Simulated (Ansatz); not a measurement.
# Zr5Pt3: further runs on the relaxed cell

Aim: for Zr5Pt3, relax it again with other functionals.

Computed with Ansatz 0.2.0 (DFT PBE, scalar-relativistic, plane waves, PAW, unless a step's input says otherwise).

### Step 1. The starting structure

The structure is hexagonal, space group P6_3/mcm (No. 193). Conventional cell: a = 8.283 Å, b = 8.283 Å, c = 5.405 Å, α = 90.00°, β = 90.00°, γ = 120.00°. Around Zr (site symmetry 32) lie 2 Zr at 2.70 Å and 6 Pt at 2.88 Å. Zr (site symmetry m2m) has 5 Pt at 2.87 to 2.97 Å as nearest neighbours. Around Pt (site symmetry m2m) lie 9 Zr at 2.87 to 2.97 Å and 2 Pt at 3.21 Å.

Structure file:

```xyz
16
Lattice="8.2828 0.0000 0.0000 -4.1414 7.1731 0.0000 0.0000 0.0000 5.4054" Properties=species:S:1:pos:R:3 pbc="T T T"
Zr    0.0000    4.7821    2.7027
Zr    4.1414    2.3910    2.7027
Zr    4.1414    2.3910    0.0000
Zr    0.0000    4.7821    0.0000
Zr    6.2449    0.0000    1.3513
Zr   -3.1224    5.4082    1.3513
Zr    1.0190    1.7649    1.3513
Zr    2.0379    0.0000    4.0540
Zr   -1.0190    1.7649    4.0540
Zr    3.1224    5.4082    4.0540
Pt    3.2768    0.0000    1.3513
Pt   -1.6384    2.8378    1.3513
Pt    2.5030    4.3353    1.3513
Pt    5.0060    0.0000    4.0540
Pt   -2.5030    4.3353    4.0540
Pt    1.6384    2.8378    4.0540
```

It is the result of an earlier relaxation at this level (volume 20.07 Å³/atom; gap on the mesh: none (metal)).

### Step 2. Relaxing with PBEsol

input.yaml

```yaml
crystal:
  lattice:
    - [8.282795305, 0.0, 0.0]
    - [-4.1413976525, 7.1731111485, 0.0]
    - [0.0, 0.0, 5.405372974]
  atoms:
    - { symbol: Zr, position: [0.3333333333, 0.6666666667, 0.5] }
    - { symbol: Zr, position: [0.6666666667, 0.3333333333, 0.5] }
    - { symbol: Zr, position: [0.6666666667, 0.3333333333, 0.0] }
    - { symbol: Zr, position: [0.3333333333, 0.6666666667, 0.0] }
    - { symbol: Zr, position: [0.7539564368, 0.0, 0.25] }
    - { symbol: Zr, position: [0.0, 0.7539564368, 0.25] }
    - { symbol: Zr, position: [0.2460435632, 0.2460435632, 0.25] }
    - { symbol: Zr, position: [0.2460435632, 0.0, 0.75] }
    - { symbol: Zr, position: [0.0, 0.2460435632, 0.75] }
    - { symbol: Zr, position: [0.7539564368, 0.7539564368, 0.75] }
    - { symbol: Pt, position: [0.3956206899, 0.0, 0.25] }
    - { symbol: Pt, position: [0.0, 0.3956206899, 0.25] }
    - { symbol: Pt, position: [0.6043793101, 0.6043793101, 0.25] }
    - { symbol: Pt, position: [0.6043793101, 0.0, 0.75] }
    - { symbol: Pt, position: [0.0, 0.6043793101, 0.75] }
    - { symbol: Pt, position: [0.3956206899, 0.3956206899, 0.75] }
basis:
  ecutwfc: 420
kpoints:
  mp_grid: { grid: [6, 6, 8] }
hamiltonian:
  xc: pbesol
scf:
  occupations: { method: gaussian, width: 0.1 }
output:
  forces: true
  stress: true
  eigenvalues: true
relax:
  adjacent_minimum: "off"
  f_tol: 0.005
  max_steps: 50
  cell: { stress_tol: 0.05 }
```

The run is started by

```
ansatz run input.yaml --threads 4 --pin off --max-ram 10240MiB --backend cpu --events-out ev --progress --plain --runs-dir out
```

### Step 3. The cell under PBE+D3(BJ)

input.yaml: that of step 2 with these lines changed.

```diff
@@ -27,3 +27,4 @@
 hamiltonian:
-  xc: pbesol
+  xc: pbe
+  dispersion: d3bj
 scf:
```

### Step 4. The cell under LDA

input.yaml: that of step 3 with these lines changed.

```diff
@@ -27,4 +27,3 @@
 hamiltonian:
-  xc: pbe
-  dispersion: d3bj
+  xc: lda
 scf:
```

### Step 5. The cell under r2SCAN

input.yaml: that of step 4 with these lines changed.

```diff
@@ -23,3 +23,3 @@
 basis:
-  ecutwfc: 420
+  ecutwfc: 500
 kpoints:
@@ -27,3 +27,3 @@
 hamiltonian:
-  xc: lda
+  xc: r2scan
 scf:
```

(Steps that only read results are left out.)

Before running it: what results should come out?

As calculated:

The volumes rise in the order LDA, PBEsol, PBE+D3(BJ), r2SCAN, PBE, over 5.9 %. The runs treat Pt without spin-orbit coupling.
